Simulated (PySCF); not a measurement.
# C5H12NPSi2: the cost of one run

Computed with PySCF 2.14.0, with density-fitted response routines of our own, on a single molecule, in the gas phase or a continuum. Atoms count from 0, in the outputs and in this text.

### 1 The starting structure

21 atoms, charge 0, multiplicity 1; geometry from: GFN2-xTB. The atoms were then displaced at random by about 0.01 Å, so the start is not that level's minimum.

Bonds of the start (Å): C0–C1 1.23, C1–C2 1.45, C2–P3 1.86, P3–C4 1.80, C4–C5 1.33, P3–N6 1.74, N6–Si7 1.74, N6–Si8 1.76, C0–H9 1.02, C2–H10 1.10, C2–H11 1.09, C4–H12 1.11, C5–H13 1.07, C5–H14 1.09, Si7–H15 1.48, Si7–H16 1.46, Si7–H17 1.45, Si8–H18 1.47, Si8–H19 1.47, Si8–H20 1.44.

### 2 Optimising the geometry at PBE0-D3(BJ)/def2-SVP

Job settings and geometry (Å):

```
{"job": {"xc": "PBE0", "basis": "def2-SVP", "d3": "d3bj", "grid": 1, "shake": 0.01, "kind": "geom"}, "charge": 0, "multiplicity": 1}
C      3.553520    -1.289960     0.840860
C      2.357650    -1.013770     0.879010
C      0.936160    -0.711890     0.913150
P      0.285140    -0.336070    -0.787300
C      0.748980     1.397260    -0.960060
C      1.898520     1.924790    -0.546690
N     -1.387720    -0.156500    -0.324560
Si    -2.348460    -1.436800    -1.016670
Si    -2.056730     1.180120     0.607890
H      4.555490    -1.485950     0.814340
H      0.748320     0.138640     1.588890
H      0.410470    -1.580880     1.295050
H      0.022970     2.009660    -1.536540
H      2.150470     2.949980    -0.735450
H      2.621180     1.326880     0.003820
H     -3.653030    -1.399900    -0.315510
H     -2.514660    -1.201300    -2.451540
H     -1.667100    -2.696070    -0.762590
H     -2.749380     2.088820    -0.315410
H     -3.004930     0.603710     1.568490
H     -0.978030     1.866190     1.263830
```

Started as:

```console
> OMP_NUM_THREADS=1 python probes_run.py task.json out
```

One launch serves the whole session: the jobs run in the order shown.

Q: Estimate the wall time and peak memory of this first job on 1 thread of Arm Neoverse V2, shared host.

About 5.8 min, with a peak of 0.88 GiB.
